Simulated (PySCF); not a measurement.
**[Eu(NH3)8]3+: other functionals and bases at one geometry**

The task here is to estimate one member of a computed series from the others.

The runs use PySCF 2.14.0; several levels, as the steps say, no spin–orbit coupling.

1 further run of the same task is left out (for a known fault of the program). Runs told in other sessions of the task aren't counted.

## The starting structure

33 atoms, charge 3, spin multiplicity 1.

Bond lengths: Eu1–N2 2.666 Å, Eu1–N6 2.666 Å, Eu1–N10 2.666 Å, Eu1–N14 2.666 Å, Eu1–N18 2.666 Å, Eu1–N22 2.666 Å, Eu1–N26 2.666 Å, Eu1–N30 2.666 Å, N2–H3 1.037 Å, N2–H4 1.036 Å, N2–H5 1.036 Å, N6–H7 1.037 Å, N6–H8 1.036 Å, N6–H9 1.036 Å, N10–H11 1.037 Å, N10–H12 1.036 Å, N10–H13 1.036 Å, N14–H15 1.037 Å and more. Angles: N2–Eu1–N6 72.2°, N2–Eu1–N10 112.9°, N2–Eu1–N14 72.2°, N2–Eu1–N18 79.2°, N2–Eu1–N22 142.6°, N2–Eu1–N26 143.0°, N2–Eu1–N30 79.5°, N6–Eu1–N10 72.2°, N6–Eu1–N14 112.9°, N6–Eu1–N18 79.5°, N6–Eu1–N22 79.2°, N6–Eu1–N26 142.6°, N6–Eu1–N30 143.0°, N10–Eu1–N14 72.2°, N10–Eu1–N18 143.0°, N10–Eu1–N22 79.5°, N10–Eu1–N26 79.2°, N10–Eu1–N30 142.6° and more.

As a file:

```
atom     x (Å)     y (Å)     z (Å)
 Eu1   0.00000   0.00000   0.00052
  N2   2.22006   0.06108   1.47462
  H3   2.06513  -0.00234   2.49760
  H4   2.89670  -0.70306   1.29810
  H5   2.80240   0.91277   1.38315
  N6  -0.06108   2.22006   1.47462
  H7   0.00234   2.06513   2.49760
  H8   0.70306   2.89670   1.29810
  H9  -0.91277   2.80240   1.38315
 N10  -2.22006  -0.06108   1.47462
 H11  -2.06513   0.00234   2.49760
 H12  -2.89670   0.70306   1.29810
 H13  -2.80240  -0.91277   1.38315
 N14   0.06108  -2.22006   1.47462
 H15  -0.00234  -2.06513   2.49760
 H16  -0.70306  -2.89670   1.29810
 H17   0.91277  -2.80240   1.38315
 N18   1.53368   1.60641  -1.47427
 H19   2.55209   1.54404  -1.29535
 H20   1.47101   1.44823  -2.49682
 H21   1.34412   2.62087  -1.38716
 N22  -1.60641   1.53368  -1.47427
 H23  -1.54404   2.55209  -1.29535
 H24  -1.44823   1.47101  -2.49682
 H25  -2.62087   1.34412  -1.38716
 N26  -1.53368  -1.60641  -1.47427
 H27  -2.55209  -1.54404  -1.29535
 H28  -1.47101  -1.44823  -2.49682
 H29  -1.34412  -2.62087  -1.38716
 N30   1.60641  -1.53368  -1.47427
 H31   1.54404  -2.55209  -1.29535
 H32   1.44823  -1.47101  -2.49682
 H33   2.62087  -1.34412  -1.38716
```

Formal oxidation states: Eu +3. Each metal's 6 4f electrons lie in its core potential, so multiplicities, spins and levels count the valence alone. An earlier session relaxed this geometry at BP86, Eu lcecp-1-SVP with ECP52, N def2-SVP, H def2-SVP (singlet, point group S8).

At BP86 on the finer grid: E = -486.858236 Eh, HOMO -18.46 eV, LUMO -11.99 eV, Mulliken charge on Eu1 +0.50 e, largest force component 0.005 eV/Å. 

Levels to run: M06-L; revPBE; PBE0; BLYP; BP86, TZVP. Hardware: 8 threads of Arm Neoverse V1, shared host.

The first run:

File run.py (the lines that set the calculation):

```python
mol = gto.M(atom='''
Eu     0.00000     0.00000     0.00052
N      2.22006     0.06108     1.47462
H      2.06513    -0.00234     2.49760
H      2.89670    -0.70306     1.29810
H      2.80240     0.91277     1.38315
N     -0.06108     2.22006     1.47462
H      0.00234     2.06513     2.49760
H      0.70306     2.89670     1.29810
H     -0.91277     2.80240     1.38315
N     -2.22006    -0.06108     1.47462
H     -2.06513     0.00234     2.49760
H     -2.89670     0.70306     1.29810
H     -2.80240    -0.91277     1.38315
N      0.06108    -2.22006     1.47462
H     -0.00234    -2.06513     2.49760
H     -0.70306    -2.89670     1.29810
H      0.91277    -2.80240     1.38315
N      1.53368     1.60641    -1.47427
H      2.55209     1.54404    -1.29535
H      1.47101     1.44823    -2.49682
H      1.34412     2.62087    -1.38716
N     -1.60641     1.53368    -1.47427
H     -1.54404     2.55209    -1.29535
H     -1.44823     1.47101    -2.49682
H     -2.62087     1.34412    -1.38716
N     -1.53368    -1.60641    -1.47427
H     -2.55209    -1.54404    -1.29535
H     -1.47101    -1.44823    -2.49682
H     -1.34412    -2.62087    -1.38716
N      1.60641    -1.53368    -1.47427
H      1.54404    -2.55209    -1.29535
H      1.44823    -1.47101    -2.49682
H      2.62087    -1.34412    -1.38716''',
    basis={'Eu': 'lcecp-1-SVP', 'N': 'def2-SVP', 'H': 'def2-SVP'},
    ecp={'Eu': 'lcecp-1-SVP'},
    charge=3, spin=0)
mf = dft.RKS(mol, xc='M06L')
mf.grids.atom_grid = (75, 302)  # f atoms: unpruned, at least (60, 302)
mf = mf.density_fit()  # fitting sets: Eu AutoAux, N def2-universal-JKFIT, H def2-universal-JKFIT
mf.conv_tol = 1e-08; mf.max_cycle = 55
mf.kernel(dm0)  # dm0: the density of the relaxed state
```

On the command line:

```sh
OMP_NUM_THREADS=8 python run.py
```

Steps of the session up to this table: M06-L; revPBE; PBE0; BLYP; BP86, TZVP.

One of the session's tables, all rows but one given; the rest of the session is left out.

| level | HOMO (eV) | gap (eV) | charge on Eu1 (e) | dipole (D) | largest force component (eV/Å) |
| --- | --- | --- | --- | --- | --- |
| BP86 (relaxed here) | -18.46 | 6.48 | 0.50 | 0.00 | 0.01 |
| M06-L | -18.82 | 7.15 | 1.01 | 0.05 | 0.44 |
| revPBE | -18.36 | 6.58 | 0.63 | 0.00 | 0.11 |
| PBE0 | ? | ? | ? | ? | ? |
| BLYP | -18.26 | 6.47 | 0.48 | 0.00 | 0.08 |
| BP86, TZVP | -18.58 | 6.45 | 1.66 | 0.00 | 0.34 |

Estimate the missing values for PBE0.

**Answer.** HOMO (eV): -19.97; gap (eV): 8.99; charge on Eu1 (e): 0.81; dipole (D): 0.01; largest force component (eV/Å): 0.42. In the column «HOMO (eV)» it is the lowest.

The dipole of a charged species depends on the origin, so these sizes hold for this origin alone.

In one basis the HOMO–LUMO gap runs from 6.47 eV (BLYP) to 8.99 eV (PBE0). The largest leftover force, 0.44 eV/Å with M06-L, stands at a geometry relaxed at another level. With 4f in the core, its levels are missing from HOMO and gap, and its count is fixed, so no charge can pass from the ligands into it. Total energies of different levels can't be compared.
